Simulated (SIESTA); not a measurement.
Crystal: Ta2Si.

```
CELL_PARAMETERS angstrom
-3.08776 3.08776 2.52364
3.08776 -3.08776 2.52364
3.08776 3.08776 -2.52364
ATOMIC_POSITIONS crystal
Ta 0.16359 0.66359 0.82719
Ta 0.33641 0.16359 0.50000
Ta 0.83641 0.33641 0.17281
Ta 0.66359 0.83641 0.50000
Si 0.75000 0.75000 0.00000
Si 0.25000 0.25000 0.00000
```

The cell comes from a database or a generator and needn't be the stable form of this composition.

| Item | Value |
| --- | --- |
| Program | SIESTA 5.4.2 |
| Task | single point |
| Functional | PBEsol |
| Potentials or basis | PseudoDojo 0.4 standard (PBEsol files) |
| Basis | DZP (energy shift 0.003 Ry; two zetas on semicore shells) |
| Grid cutoff | 800 Ry |
| Energy shift | 0.003 Ry |
| k mesh | 7 × 7 × 7 |
| Occupations | fermi-dirac, width 0.05 eV |
| Spin | no spin polarisation |

On this cell: pressure -2.7 GPa; largest force 0.162 eV/Å; band gap on the k mesh none (metal or under the smearing width).

The same run follows on a disturbed copy (atoms moved at random, drawn with an rms of 0.05 Å):

```
Ta Si
1.0
    -3.08776    3.08776    2.52364
     3.08776   -3.08776    2.52364
     3.08776    3.08776   -2.52364
Ta Si
4 2
Cartesian
  4.0589 0.9700 0.0004
  0.9712 2.0635 0.0375
  -1.0018 2.0986 2.5286
  2.0775 1.0283 2.5035
  -0.0275 0.0357 3.7766
  -0.0018 -0.0175 1.3118
```

Problem. What does the disturbed cell give?

Solution. The energy (extrapolated to zero smearing) moves by +9.4 meV/atom; pressure -2.6 GPa; largest force 0.716 eV/Å; band gap on the k mesh none (metal or under the smearing width).

Forces in eV/Å, atoms in the order of the input:
```
Ta   0.415  0.449  0.373
Ta   0.118  0.250 -0.305
Ta  -0.621 -0.116 -0.156
Ta   0.063 -0.128  0.337
Si   0.386 -0.460  0.248
Si  -0.361  0.005 -0.497
```

Stress tensor (GPa, compression positive):
```
-3.77  0.89  0.36
 0.89 -2.28 -0.41
 0.36 -0.41 -1.87
```

Caveats: short orbitals over semicore shells can move pressures by several GPa; the basis of atomic orbitals isn't converged, which shifts pressures, moduli and gaps.
